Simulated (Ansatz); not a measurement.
# Be2Se3: the cost of one run

Program: Ansatz 0.2.0. Level of theory: DFT PBE, scalar-relativistic, plane waves, PAW. These are calculated values, not measurements.

## (1) The structure to begin with

The structure is trigonal, space group R-3m (No. 166). The conventional cell has a = 3.616 Å, b = 3.616 Å, c = 25.140 Å, α = 90.00°, β = 90.00°, γ = 120.00°. Around Be (site symmetry 3m) lie 6 Se at 2.53 to 2.68 Å. Around Se (site symmetry -3m) lie 6 Be at 2.68 Å. Around Se (site symmetry 3m) lie 3 Be at 2.53 Å.

Coordinates:

```xyz
5
Lattice="1.8078 1.0437 8.3800 -1.8078 1.0437 8.3800 0.0000 -2.0875 8.3800" Properties=species:S:1:pos:R:3 pbc="T T T"
Be    0.0000    0.0000   10.0561
Be    0.0000    0.0000   15.0841
Se    0.0000    0.0000    0.0000
Se    0.0000    0.0000    5.2669
Se    0.0000    0.0000   19.8733
```

(A quick probe on a coarse mesh, which set the mesh and smearing, is not shown.)

## (3) Rough relaxation on the coarse mesh

input.yaml

```yaml
crystal:
  lattice:
    - [1.8077952438, 1.0437310706, 8.3800479692]
    - [-1.8077952438, 1.0437310706, 8.3800479692]
    - [0.0, -2.0874621412, 8.3800479692]
  atoms:
    - { symbol: Be, position: [0.4, 0.4, 0.4] }
    - { symbol: Be, position: [0.6, 0.6, 0.6] }
    - { symbol: Se, position: [0.0, 0.0, 0.0] }
    - { symbol: Se, position: [0.2095, 0.2095, 0.2095] }
    - { symbol: Se, position: [0.7905, 0.7905, 0.7905] }
basis:
  ecutwfc: 420
kpoints:
  mp_grid: { grid: [6, 6, 6] }
hamiltonian:
  xc: pbe
scf:
  occupations: { method: gaussian, width: 0.1 }
  lower_state_search: "off"
output:
  forces: true
  stress: true
  eigenvalues: true
relax:
  adjacent_minimum: "off"
  f_tol: 0.04
  max_steps: 70
  cell: { stress_tol: 0.4 }
```

Started as:

```sh
$ ansatz run input.yaml --threads 1 --pin off --max-ram 2560MiB --backend cpu --events-out ev --progress --plain --runs-dir out
```

What time and memory should one allow on 1 thread of Intel Xeon 6975P-C (Granite Rapids), shared host?

About 21 s, with a peak of 0.45 GiB.
